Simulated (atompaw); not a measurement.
# Pseudopotential generation for chlorine: PAW (atompaw), PBE

Do these settings give a usable potential? It is generated, then checked for scattering, ghosts and hardness.

Program: atompaw 4.2.0.5. Reference atom: PBE, scalar-relativistic, spherical and spin-unpolarised. All values are calculated.

**1. Starting point**

Typed settings, in words:

```
element                 : chlorine (Cl, Z = 17)
type                    : PAW
frozen core             : [Ne]
valence charge          : 7
reference configuration : 3s2 3p5
partial waves           : 3s (bound): rc 1.10 bohr; 3s channel at 1.25 Ry: rc 1.20 bohr; 3p (bound): rc 1.20 bohr; 3p channel at -0.25 Ry: rc 1.20 bohr
local potential         : troulliermartins scheme with l = 2 at 0 Ry, radius 1.10 bohr
core correction         : smooth core density matched at 0.85 bohr
augmentation charge     : sinc compensation charge, radius 1.15 bohr; PAW radius 1.20 bohr; waves and projectors: custom polynom2 7 10 vanderbiltortho
```

The outer shells as boxes (Hund's rule for the drawing; the calculation is spin-unpolarised):

```
[Ne] core
3s [↑↓]
3p [↑↓][↑↓][↑ ]
```

The nodes and maxima of the atom's own shells, from an earlier all-electron run, set the scale for the radii.

All-electron outer shells of the reference configuration (PBE, scalar-relativistic, ld1.x):

```tsv
shell	level (eV)	outermost node (bohr)	outermost maximum (bohr)
2s	-252.70	0.12	0.36
2p	-191.63	–	0.30
3s	-20.69	0.55	1.29
3p	-8.59	0.53	1.43
```

**2. Generating the potential**

Input file Cl.input:

```
Cl 17
GGA-PBE scalarrelativistic loggrid 1500 logderivrange -4 5 226
3 3 0 0 0 0
3 1 5
0 0 0
c
c
v
c
v
1
1.20 1.15 1.10 0.85
y
1.25
n
y
-0.25
n
custom polynom2 7 10 vanderbiltortho sinc
2 0 troulliermartins
1.10
1.20
1.20
1.20
PWSCFOUT
UPFDX 0.0125d0 UPFXMIN -7.d0 UPFZMESH 17.d0
END
```

On the command line:

```console
$ atompaw < Cl.input > Cl.log
```

Before running it: what results should come out? Wanted: cutoffs for 10 and 1 mRy, occupied levels; bound ghosts; largest phase difference near zero energy, channels read; lowest eigenvalue of the overlap; share of valence orbitals outside the PAW sphere; UPF file.

The runs gave:

| quantity | value |
| --- | --- |
| cutoffs for 10 and 1 mRy, occupied levels | 25 Ry and 230 Ry |
| bound ghosts | s at -623.56 eV |
| largest phase difference near zero energy, channels read | 0.000 rad |
| lowest eigenvalue of the overlap (Bessel basis) | 0.046 (s) |
| share of valence orbitals outside the PAW sphere | 3s 69 %, 3p 79 % |
| UPF file | written |

In words: It has a bound ghost (s), a state that the atom doesn't have, and that rules the file out. It counts as soft on the atom, with 25 Ry needed at the looser tolerance. The tighter tolerance needs 230 Ry, and converged work needs a cutoff nearer that. The slowest occupied level is 3s: taken alone it needs 90 Ry to come within 1 mRy, against 18 Ry for 3p. Near zero energy the phases of the channels with partial waves agree within 0.001 rad. These are tests on the free atom; a crystal test is still owed.
